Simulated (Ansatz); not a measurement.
# Pd, space group Im-3m: a phonon calculation by linear response

Program: Ansatz 0.2.0, Python API.

`POSCAR_pd`
```text
Pd
1.0
  -1.57228100    1.57228100    1.57228100
   1.57228100   -1.57228100    1.57228100
   1.57228100    1.57228100   -1.57228100
Pd
1
Direct
   0.00000000    0.00000000    0.00000000
```

`pd_run.py`
```python
'''Zone-centre and zone-boundary phonons of Pd by linear response.'''

from pathlib import Path
import logging
import sys
import warnings

import ansatz
from ase.io import read
import numpy as np

logging.basicConfig(stream=sys.stdout, format='%(levelname)s:%(name)s:%(message)s')
logger = logging.getLogger('ansatz_job')
logger.setLevel(logging.INFO)


def main() -> None:
    warnings.simplefilter('ignore', ansatz.DeckWarning)

    atoms = read('POSCAR_pd', format='vasp')
    structure = ansatz.Crystal.from_ase(atoms)

    model = (
        structure.calculation()
        .functional('pbesol')
        .occupations('Fermi-Dirac', width=0.05)
        .kpoints(14, 14, 14)
        .phonons('dfpt', points=[(0, 0, 0), (0.5, 0.5, 0.5), (0.5, 0, 0)])
    )
    done = model.run(threads=1, runs_dir='runs')
    ph = done.phonons

    for q in ph.qpoints:
        print('q =', np.round(q.q_frac, 3), '1/cm:', ' '.join(f'{w:.1f}' for w in q.omega_inv_cm))


if __name__ == '__main__':
    main()
```

```console
$ python pd_run.py
q = [0. 0. 0.] 1/cm: -0.0 -0.0 0.0
q = [0.5 0.5 0.5] 1/cm: 175.4 175.4 175.4
q = [0.5 0.  0. ] 1/cm: -26.6 137.0 194.0
```

The cell isn't relaxed first, so the values belong to this volume. For a metal this k-point mesh is coarse: on a finer one energies can move by several to tens of meV an atom and pressures by half a GPa or more, differences at one mesh by less. A negative frequency stands for an imaginary mode. This isn't the structure that Pd takes at ambient conditions. The structure is taken as given; imaginary modes can come from an unrelaxed or unstable start. Phonons of metals also depend on mesh and smearing. Run time: 20 s on 1 thread of Intel(R) Xeon(R) 6975P-C (Granite Rapids) (shared host), peak memory 0.76 GiB.

(Lines on the test bed's own set-up are left out of the output.)
